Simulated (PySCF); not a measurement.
# CoH₆S₆ (-2): ligand-field states, part 2 of 3

PySCF 2.14.0. Atoms count from 0.

### Step 5. Ligand-field states: state-averaged CASSCF (bond length × 0.98) in water

The job: settings as JSON, then the geometry in Å.

```
{"job": {"kind": "lf", "basis": {"metal": "x2c-TZVPall", "ligand": "x2c-SVPall"}, "nevpt": true, "solvent": "water", "reuse": true}, "charge": -2, "metal": "Co", "open_shell": "d5"}
Co     0.000000     0.000000     0.000000
S      0.000000     0.000000     2.224600
H      1.320000     0.000000     2.474600
S      0.000000     0.000000    -2.224600
H     -1.320000     0.000000    -2.474600
S      2.224600     0.000000     0.000000
H      2.474600     1.320000     0.000000
S     -2.224600     0.000000     0.000000
H     -2.474600    -1.320000     0.000000
S      0.000000     2.224600     0.000000
H      0.000000     2.474600     1.320000
S     -0.000000    -2.224600     0.000000
H     -0.000000    -2.474600    -1.320000
```

Level: state-averaged CASSCF of the metal d shell, SC-NEVPT2 on the averaged canonical orbitals, state-interaction spin-orbit coupling.

The program printed:

```text
basis functions 186, electrons 131, active (5e, 5o)
start from the orbitals of the previous structure
stage 1: DIIS on the effective Fock matrix, level shift 0.30
cycle   1  E = -3783.8075776688  dE = -3.784e+03  max|g| = 2.541e+00
cycle   2  E = -3785.9084590037  dE = -2.101e+00  max|g| = 3.499e-01
cycle   3  E = -3784.8055099148  dE =  1.103e+00  max|g| = 6.334e-01
cycle   4  E = -3784.9973421939  dE = -1.918e-01  max|g| = 6.131e-01
cycle   5  E = -3784.3691077402  dE =  6.282e-01  max|g| = 1.017e+00
cycle   6  E = -3783.3138392956  dE =  1.055e+00  max|g| = 1.449e+00
cycle   7  E = -3783.2782826472  dE =  3.556e-02  max|g| = 1.536e+00
cycle   8  E = -3783.9481301322  dE = -6.698e-01  max|g| = 1.277e+00
cycle   9  E = -3784.1732575328  dE = -2.251e-01  max|g| = 1.231e+00
cycle  10  E = -3784.4238105620  dE = -2.506e-01  max|g| = 1.099e+00
cycle  11  E = -3784.5186123655  dE = -9.480e-02  max|g| = 1.044e+00
cycle  12  E = -3784.5913767826  dE = -7.276e-02  max|g| = 9.924e-01
cycle  13  E = -3784.6207376897  dE = -2.936e-02  max|g| = 9.814e-01
cycle  14  E = -3784.6335156778  dE = -1.278e-02  max|g| = 9.678e-01
cycle  15  E = -3785.4843018482  dE = -8.508e-01  max|g| = 5.183e-01
stage 2: quasi-Newton rotations from the point of smallest gradient
cycle  17  E = -3785.9475023088  dE = -3.904e-02  max|g| = 3.739e-01
cycle  18  E = -3785.9970252286  dE = -4.952e-02  max|g| = 1.974e-01
cycle  19  E = -3786.0521317575  dE = -5.511e-02  max|g| = 3.873e-02
cycle  20  E = -3786.0595461005  dE = -7.414e-03  max|g| = 1.352e-02
cycle  21  E = -3786.0606252878  dE = -1.079e-03  max|g| = 1.011e-02
cycle  22  E = -3786.0608296986  dE = -2.044e-04  max|g| = 2.205e-03
cycle  23  E = -3786.0608649198  dE = -3.522e-05  max|g| = 9.330e-04
cycle  24  E = -3786.0608718903  dE = -6.970e-06  max|g| = 4.657e-04
cycle  25  E = -3786.0608732232  dE = -1.333e-06  max|g| = 1.960e-04
cycle  26  E = -3786.0608735072  dE = -2.840e-07  max|g| = 7.732e-05
cycle  27  E = -3786.0608735995  dE = -9.234e-08  max|g| = 4.670e-05
cycle  28  E = -3786.0608736317  dE = -3.218e-08  max|g| = 3.462e-05
cycle  29  E = -3786.0608736390  dE = -7.342e-09  max|g| = 1.195e-05
cycle  30  E = -3786.0608736403  dE = -1.237e-09  max|g| = 3.676e-06
converged average energy = -3786.0608736403

 mult deg   label        CASSCF/cm-1   NEVPT2/cm-1
   2   2   2Eg                 0.0           0.0
   2   2   2Eg           -113650.4       29401.2
   2   1   2Ag           -114078.2       30175.1
   2   2   2Eg           -103716.5       48939.7
   2   1   2Ag           -103854.2       49269.6
   4   2   4Eg           -125562.7       58134.6
   4   1   4Ag           -125689.8       58319.8
   4   2   4Eg           -120019.4       62830.2
   4   1   4Ag           -120282.4       62934.9
   2   2   2Eg           -117265.0       66445.4
   2   1   2Ag           -117402.2       66500.7
   2   1   2Ag           -110964.8       70524.3
   2   2   2Eg           -110957.5       70606.1
   2   1   2Ag           -112144.4       71666.9
   2   2   2Eg           -108066.9       76498.8
   2   1   2Ag           -105110.7       79799.4
   2   2   2Eg           -105300.1       80077.4
   2   1   2Ag            -99744.4       86551.7
   6   1   6Ag           -132620.6       87775.8
   4   2   4Eg           -114049.5      100265.2
   4   1   4Ag           -115612.6      100687.0
   4   1   4Ag           -104816.5      104298.1
   2   2   2Eg            -99902.3      106998.0
   2   1   2Ag           -106690.8      107490.5
   4   2   4Eg           -104461.2      111634.6
   4   1   4Ag           -104355.0      111704.8
   4   2   4Eg           -104730.7      111750.1
   2   2   2Eg            -75557.1      112588.3
   2   1   2Ag            -90458.4      115012.8
   2   2   2Eg            -95185.1      115055.9
   2   1   2Ag            -98261.0      115668.8
   2   2   2Eg            -98241.5      115736.3
   2   1   2Ag            -93096.2      118182.2
   2   2   2Eg            -93218.7      118220.7
   2   2   2Eg            -93443.8      118502.0
   2   1   2Ag            -92663.4      118508.5
   2   1   2Ag            -93407.9      118686.8
   2   1   2Ag            -92242.1      118964.5
   2   2   2Eg            -92197.7      118981.6
   2   2   2Eg            -85948.7      119793.8
   4   1   4Ag            -91449.0      121911.3
   4   2   4Eg            -91012.3      122281.5
   2   1   2Ag            -80816.5      127784.6
   2   2   2Eg            -80416.7      128198.5
   2   2   2Eg            -79186.0      128768.9
   2   1   2Ag            -78975.1      128937.4
   4   1   4Ag            -71238.2      129789.9
   4   1   4Ag            -65848.5      129842.6
   4   2   4Eg            -71374.4      129978.9
   4   2   4Eg            -65777.3      130310.2
   2   2   2Eg            -54875.4      132624.2
   2   2   2Eg            -70687.4      132636.9
   2   1   2Ag            -55108.5      132827.1
   2   1   2Ag            -70238.4      132854.4
   2   1   2Ag            -65528.2      133316.8
   2   1   2Ag            -62478.0      133503.1
   2   2   2Eg            -62474.8      133533.3
   2   2   2Eg            -65045.1      133913.1
   2   1   2Ag            -51588.7      135367.4
   2   2   2Eg            -51408.5      135420.1

spin-orbit levels / cm-1
      0.00  x2  2Eg 1.00
    414.86  x2  2Eg 1.00
  29384.21  x2  2Eg 0.95 2Ag 0.05
  29763.49  x2  2Eg 1.00
  30419.89  x2  2Ag 0.95 2Eg 0.05
  49087.89  x2  2Eg 1.00
  49168.05  x2  2Eg 0.93 2Ag 0.07
  49490.40  x2  2Ag 0.93 2Eg 0.07
  58207.20  x2  4Eg 0.99
  58253.47  x2  4Eg 0.89 4Ag 0.10
  58309.29  x2  4Eg 0.78 4Ag 0.22
  58415.65  x2  4Eg 0.92 4Ag 0.08
  58529.99  x2  4Ag 0.90 4Eg 0.10
  58591.65  x2  4Ag 0.70 4Eg 0.30
  62975.36  x2  4Eg 0.98
  63003.35  x2  4Eg 0.91 4Ag 0.09
  63018.69  x2  4Eg 0.73 4Ag 0.26
  63076.90  x2  4Eg 0.95 4Ag 0.05
  63155.91  x2  4Ag 0.91 4Eg 0.09
  63186.09  x2  4Ag 0.68 4Eg 0.32
  66531.81  x2  2Eg 1.00
  66588.79  x2  2Ag 0.60 2Eg 0.40
  66870.09  x2  2Eg 0.60 2Ag 0.40
  70593.65  x2  2Eg 0.53 2Ag 0.46
  70894.30  x2  2Ag 0.53 2Eg 0.46
  70939.96  x2  2Eg 1.00
  71884.41  x2  2Ag 1.00
  76710.46  x2  2Eg 1.00
  76718.21  x2  2Eg 1.00
  79994.44  x2  2Ag 0.95 2Eg 0.04
```

Run time: 27 s. Hardware: 1 thread of Arm Neoverse V1, shared host; peak memory 0.55 GiB.

Warnings kept with the result: an active orbital is not mainly the metal shell.

An active orbital is only 52 % metal, under the run's own bar for a metal shell, so levels, ζ, ground spin and magnetism of this run may not be those of the metal's shell and are not read here.

### Step 6. Ligand-field states: state-averaged CASSCF (bond length × 1.02) in water

The job: settings as JSON, then the geometry in Å.

```
{"job": {"kind": "lf", "basis": {"metal": "x2c-TZVPall", "ligand": "x2c-SVPall"}, "nevpt": true, "solvent": "water", "reuse": true}, "charge": -2, "metal": "Co", "open_shell": "d5"}
Co     0.000000     0.000000     0.000000
S      0.000000     0.000000     2.315400
H      1.320000     0.000000     2.565400
S      0.000000     0.000000    -2.315400
H     -1.320000     0.000000    -2.565400
S      2.315400     0.000000     0.000000
H      2.565400     1.320000     0.000000
S     -2.315400     0.000000     0.000000
H     -2.565400    -1.320000     0.000000
S      0.000000     2.315400     0.000000
H      0.000000     2.565400     1.320000
S     -0.000000    -2.315400     0.000000
H     -0.000000    -2.565400    -1.320000
```

Method: state-averaged CASSCF of the metal d shell, SC-NEVPT2 on the averaged canonical orbitals, state-interaction spin-orbit coupling.

The program printed:

```text
basis functions 186, electrons 131, active (5e, 5o)
start from the orbitals of the previous structure
stage 1: DIIS on the effective Fock matrix, level shift 0.30
cycle   1  E = -3783.4014581110  dE = -3.783e+03  max|g| = 3.170e+00
cycle   2  E = -3784.7861680951  dE = -1.385e+00  max|g| = 6.956e-01
cycle   3  E = -3784.0310308067  dE =  7.551e-01  max|g| = 1.932e+00
cycle   4  E = -3786.0422757241  dE = -2.011e+00  max|g| = 1.066e-01
cycle   5  E = -3786.0842285878  dE = -4.195e-02  max|g| = 7.089e-02
cycle   6  E = -3786.0071195998  dE =  7.711e-02  max|g| = 3.058e-01
cycle   7  E = -3785.9320022632  dE =  7.512e-02  max|g| = 2.716e-01
cycle   8  E = -3785.9216275687  dE =  1.037e-02  max|g| = 8.140e-02
cycle   9  E = -3785.8785832043  dE =  4.304e-02  max|g| = 1.704e-01
cycle  10  E = -3785.8007546255  dE =  7.783e-02  max|g| = 2.699e-01
cycle  11  E = -3785.7863147333  dE =  1.444e-02  max|g| = 3.721e-01
cycle  12  E = -3785.7789682442  dE =  7.346e-03  max|g| = 3.947e-01
cycle  13  E = -3785.7870074699  dE = -8.039e-03  max|g| = 3.961e-01
cycle  14  E = -3785.9378217443  dE = -1.508e-01  max|g| = 2.273e-01
cycle  15  E = -3786.0367526253  dE = -9.893e-02  max|g| = 1.057e-01
stage 2: quasi-Newton rotations from the point of smallest gradient
cycle  17  E = -3786.0935432501  dE = -9.315e-03  max|g| = 8.993e-02
cycle  18  E = -3786.0967961818  dE = -3.253e-03  max|g| = 6.001e-02
cycle  19  E = -3786.1100008780  dE = -1.320e-02  max|g| = 2.716e-02
cycle  20  E = -3786.1113406052  dE = -1.340e-03  max|g| = 8.302e-03
cycle  21  E = -3786.1117341474  dE = -3.935e-04  max|g| = 6.755e-03
cycle  22  E = -3786.1119051033  dE = -1.710e-04  max|g| = 1.559e-03
cycle  23  E = -3786.1119136580  dE = -8.555e-06  max|g| = 5.850e-04
cycle  24  E = -3786.1119159491  dE = -2.291e-06  max|g| = 2.604e-04
cycle  25  E = -3786.1119161880  dE = -2.389e-07  max|g| = 1.044e-04
cycle  26  E = -3786.1119162862  dE = -9.820e-08  max|g| = 6.293e-05
cycle  27  E = -3786.1119163124  dE = -2.623e-08  max|g| = 4.083e-05
cycle  28  E = -3786.1119163236  dE = -1.120e-08  max|g| = 1.195e-05
cycle  29  E = -3786.1119163254  dE = -1.787e-09  max|g| = 7.500e-06
converged average energy = -3786.1119163254

 mult deg   label        CASSCF/cm-1   NEVPT2/cm-1
   2   2   2Eg                 0.0           0.0
   2   1   2Ag              -138.1        2194.8
   4   2   4Eg            -31293.9       46767.4
   4   1   4Ag            -31389.0       46856.8
   4   1   4Ag            -26385.4       52685.6
   4   2   4Eg            -26163.8       53015.1
   2   2   2Eg            -23379.7       55078.8
   2   1   2Ag            -23463.1       55109.3
   2   2   2Eg            -17253.5       57710.5
   2   1   2Ag            -17459.5       59103.9
   2   1   2Ag            -17433.2       60059.2
   2   2   2Eg            -15701.6       62195.3
   2   1   2Ag            -15809.3       62856.2
   2   2   2Eg            -11624.4       72971.1
   2   1   2Ag            -11454.8       72989.5
   2   2   2Eg            -14115.4       74041.3
   6   1   6Ag            -45156.3       77845.6
   2   1   2Ag             -7561.9       88399.4
   4   2   4Eg            -27242.3       88695.8
   4   1   4Ag            -28874.0       89378.1
   2   1   2Ag              -528.1       91298.8
   4   1   4Ag            -18401.2       92705.7
   2   2   2Eg            -10179.5       95469.7
   2   1   2Ag            -20109.1       96121.1
   2   2   2Eg             65095.9       96132.5
   2   2   2Eg             18047.0       97345.4
   2   1   2Ag             -5322.2      101081.3
   4   2   4Eg            -16027.6      101334.4
   4   1   4Ag            -15925.4      101362.4
   2   2   2Eg             -5419.2      101364.6
   4   2   4Eg            -16332.1      102591.4
   2   2   2Eg             -6468.4      103417.3
   2   1   2Ag             -9775.5      104271.9
   2   2   2Eg             -9761.7      104284.7
   2   1   2Ag             -4091.2      107562.6
   2   1   2Ag             -4427.4      107567.9
   2   2   2Eg             -4217.7      107919.5
   2   2   2Eg             33925.7      108107.2
   2   1   2Ag             -4801.3      108392.8
   2   1   2Ag             33778.8      108432.1
   2   2   2Eg             -4791.1      108801.9
   4   1   4Ag             23029.4      108819.0
   2   2   2Eg              2599.4      109755.6
   4   2   4Eg             23043.0      109923.1
   4   1   4Ag             17950.1      111251.4
   4   2   4Eg             17752.9      111615.2
   4   1   4Ag             -2254.5      113314.0
   2   1   2Ag             26282.4      113548.4
   4   2   4Eg             -1836.0      113685.1
   2   2   2Eg             26251.8      113743.5
   2   2   2Eg             45465.4      114109.8
   2   1   2Ag             45363.2      114350.9
   2   1   2Ag             45319.0      114363.1
   2   1   2Ag             23760.7      114654.8
   2   1   2Ag             37875.0      115575.2
   2   2   2Eg             24219.6      115625.6
   2   2   2Eg             38063.8      115763.9
   2   1   2Ag              8559.2      116580.4
   2   2   2Eg              9877.1      116752.7
   2   1   2Ag             10069.5      116960.2

spin-orbit levels / cm-1
      0.00  x2  2Eg 1.00
    228.25  x2  2Eg 1.00
   2321.72  x2  2Ag 1.00
  46753.49  x2  4Eg 1.00
  46789.41  x2  4Eg 0.80 4Ag 0.19
  46824.10  x2  4Eg 0.59 4Ag 0.41
  46955.83  x2  4Eg 0.90 4Ag 0.10
  46998.60  x2  4Ag 0.80 4Eg 0.19
  47080.78  x2  4Eg 0.51 4Ag 0.49
  52787.51  x2  4Ag 0.96 4Eg 0.03
  52800.04  x2  4Ag 0.98
  53126.84  x2  4Eg 0.99
  53134.42  x2  4Eg 0.98
  53134.50  x2  4Eg 0.98
  53141.50  x2  4Eg 0.98
  55062.87  x2  2Eg 0.99
  55099.11  x2  2Ag 0.62 2Eg 0.37
  55410.84  x2  2Eg 0.63 2Ag 0.37
  57796.37  x2  2Eg 0.98
  57891.13  x2  2Eg 0.99
  59224.57  x2  2Ag 0.96
  60225.56  x2  2Ag 0.96
  62323.59  x2  2Eg 1.00
  62331.36  x2  2Eg 1.00
  62987.20  x2  2Ag 1.00
  73004.23  x2  2Ag 0.60 2Eg 0.40
  73022.11  x2  2Eg 1.00
  73284.47  x2  2Eg 0.60 2Ag 0.40
  74158.63  x2  2Eg 1.00
  74173.68  x2  2Eg 1.00
```

It took 26 s on 1 thread of Arm Neoverse V1, shared host; peak memory 0.55 GiB.

Warnings kept with the result: an active orbital is not mainly the metal shell.

An active orbital is only 49 % metal, under the run's own bar for a metal shell, so levels, ζ, ground spin and magnetism of this run may not be those of the metal's shell and are not read here.

### Step 7. Ligand-field states: state-averaged CASSCF (bond length × 1.05) in water

The job: settings as JSON, then the geometry in Å.

```
{"job": {"kind": "lf", "basis": {"metal": "x2c-TZVPall", "ligand": "x2c-SVPall"}, "nevpt": true, "solvent": "water", "reuse": true}, "charge": -2, "metal": "Co", "open_shell": "d5"}
Co     0.000000     0.000000     0.000000
S      0.000000     0.000000     2.383500
H      1.320000     0.000000     2.633500
S      0.000000     0.000000    -2.383500
H     -1.320000     0.000000    -2.633500
S      2.383500     0.000000     0.000000
H      2.633500     1.320000     0.000000
S     -2.383500     0.000000     0.000000
H     -2.633500    -1.320000     0.000000
S      0.000000     2.383500     0.000000
H      0.000000     2.633500     1.320000
S     -0.000000    -2.383500     0.000000
H     -0.000000    -2.633500    -1.320000
```

With the program's defaults for keys left out, this is: state-averaged CASSCF of the metal d shell, SC-NEVPT2 on the averaged canonical orbitals, state-interaction spin-orbit coupling.

The program printed:

```text
basis functions 186, electrons 131, active (5e, 5o)
start from the orbitals of the previous structure
stage 1: DIIS on the effective Fock matrix, level shift 0.30
cycle   1  E = -3784.9679569210  dE = -3.785e+03  max|g| = 2.097e+00
cycle   2  E = -3785.4623032494  dE = -4.943e-01  max|g| = 3.459e-01
cycle   3  E = -3785.1748535527  dE =  2.874e-01  max|g| = 1.098e+00
cycle   4  E = -3784.9600835470  dE =  2.148e-01  max|g| = 7.442e-01
cycle   5  E = -3782.9837488487  dE =  1.976e+00  max|g| = 1.596e+00
cycle   6  E = -3782.1998428979  dE =  7.839e-01  max|g| = 2.039e+00
cycle   7  E = -3782.2568133571  dE = -5.697e-02  max|g| = 2.024e+00
cycle   8  E = -3782.5003896277  dE = -2.436e-01  max|g| = 1.919e+00
cycle   9  E = -3782.6844015771  dE = -1.840e-01  max|g| = 1.828e+00
cycle  10  E = -3782.9266894055  dE = -2.423e-01  max|g| = 1.660e+00
...
cycle  30  E = -3786.1311767738  dE = -2.757e-04  max|g| = 2.819e-03
cycle  31  E = -3786.1312249783  dE = -4.820e-05  max|g| = 1.650e-03
cycle  32  E = -3786.1312307665  dE = -5.788e-06  max|g| = 4.190e-04
cycle  33  E = -3786.1312333398  dE = -2.573e-06  max|g| = 2.631e-04
cycle  34  E = -3786.1312340924  dE = -7.526e-07  max|g| = 2.531e-04
cycle  35  E = -3786.1312343426  dE = -2.502e-07  max|g| = 8.784e-05
cycle  36  E = -3786.1312343791  dE = -3.646e-08  max|g| = 2.848e-05
cycle  37  E = -3786.1312343885  dE = -9.425e-09  max|g| = 2.022e-05
cycle  38  E = -3786.1312343905  dE = -1.952e-09  max|g| = 1.105e-05
cycle  39  E = -3786.1312343908  dE = -2.756e-10  max|g| = 1.497e-05
cycle  40  E = -3786.1312343912  dE = -4.356e-10  max|g| = 2.265e-06
converged average energy = -3786.1312343912

 mult deg   label        CASSCF/cm-1   NEVPT2/cm-1
   2   2   2Eg                 0.0           0.0
   2   2   2Eg             53501.4        3120.7
   2   1   2Ag              -121.2        5234.6
   4   2   4Eg            -39925.8       13212.9
   4   1   4Ag            -40001.9       13251.4
   2   1   2Ag            -32527.4       21411.5
   2   2   2Eg            -32482.1       21478.0
   4   1   4Ag            -35558.9       22607.8
   4   2   4Eg            -35374.4       22996.1
   2   1   2Ag            -26343.9       27017.9
   2   2   2Eg            -26157.4       27276.6
   2   1   2Ag            -26202.1       33005.7
   2   1   2Ag             13166.4       35044.7
   6   1   6Ag            -58915.5       45500.1
   2   1   2Ag            -11070.4       46747.5
   2   2   2Eg             13492.5       46958.7
   2   1   2Ag            -21405.6       47519.4
   2   2   2Eg            -21516.6       47998.9
   2   1   2Ag            -25690.3       49431.2
   2   2   2Eg            -25609.8       49784.9
   4   2   4Eg            -41698.0       55484.6
   4   1   4Ag            -43505.2       55812.4
   2   2   2Eg            -21901.4       56765.8
   4   1   4Ag            -33165.9       58974.3
   2   2   2Eg            -19035.7       59196.5
   2   1   2Ag             21126.6       60523.3
   2   2   2Eg             21205.1       60688.2
   2   2   2Eg              8982.8       60939.7
   2   1   2Ag            -35082.8       61922.9
   2   2   2Eg            -25238.2       62244.6
   2   2   2Eg            -22550.0       63434.0
   2   1   2Ag            -22565.5       63745.5
   4   1   4Ag             10690.0       64257.6
   4   2   4Eg            -29176.5       65240.5
   2   2   2Eg             33139.2       65291.3
   4   1   4Ag            -29074.1       65543.1
   2   1   2Ag             33006.5       65874.5
   2   1   2Ag             32978.0       66152.8
   4   2   4Eg             10670.2       66633.2
   2   1   2Ag            -19814.8       66952.9
   2   1   2Ag            -18067.3       68772.5
   2   2   2Eg            -18383.6       69140.5
   4   1   4Ag              5883.5       69294.1
   4   2   4Eg              5657.8       70091.9
   2   1   2Ag             13697.7       70102.9
   4   2   4Eg            -29749.1       70510.2
   2   1   2Ag            -17270.0       70528.0
   2   1   2Ag            -17693.1       70550.8
   2   2   2Eg            -17573.4       70704.1
   2   1   2Ag             -3866.2       71194.7
   2   2   2Eg            -18073.3       73170.6
   2   2   2Eg             -4199.5       73197.2
   2   2   2Eg             13672.1       73322.8
   2   1   2Ag            -18375.6       73672.4
   2   2   2Eg             25160.6       73835.6
   2   1   2Ag             25777.1       73907.8
   2   2   2Eg             25996.5       74009.6
   2   2   2Eg            -10731.2       74992.1
   2   1   2Ag             20161.3       77990.5
   2   1   2Ag             -4227.9       78130.5

spin-orbit levels / cm-1
      0.00  x2  2Eg 1.00
    257.52  x2  2Eg 0.99
   3260.97  x2  2Eg 0.99
   3280.09  x2  2Eg 0.99
   5405.53  x2  2Ag 0.99
  13248.55  x2  4Eg 0.99
  13265.86  x2  4Eg 0.70 4Ag 0.30
  13286.07  x2  4Ag 0.50 4Eg 0.49
  13428.48  x2  4Eg 0.91 4Ag 0.09
  13442.62  x2  4Ag 0.70 4Eg 0.30
  13531.66  x2  4Eg 0.60 4Ag 0.40
  21467.20  x2  2Ag 0.76 2Eg 0.23
  21508.95  x2  2Eg 1.00
  21792.36  x2  2Eg 0.76 2Ag 0.23
  22755.03  x2  4Ag 0.99
  22756.59  x2  4Ag 0.99
  23112.82  x2  4Eg 1.00
  23132.80  x2  4Eg 0.99
  23151.94  x2  4Eg 0.99
  23173.80  x2  4Eg 1.00
  27171.49  x2  2Ag 0.96 2Eg 0.03
  27407.85  x2  2Eg 0.96 2Ag 0.03
  27475.29  x2  2Eg 0.99
  33165.63  x2  2Ag 0.99
  35203.81  x2  2Ag 0.99
  45652.44  x2  6Ag 1.00
  45652.58  x2  6Ag 1.00
  45652.87  x2  6Ag 1.00
  46878.77  x2  2Ag 0.93 2Eg 0.06
  47066.28  x2  2Eg 0.92 2Ag 0.07
```

It took 33 s on 1 thread of Arm Neoverse V1, shared host; peak memory 0.52 GiB.

Warnings kept with the result: an active orbital is not mainly the metal shell.

An active orbital is only 46 % metal, under the run's own bar for a metal shell, so levels, ζ, ground spin and magnetism of this run may not be those of the metal's shell and are not read here.

(Part 2 of 3 ends here.)
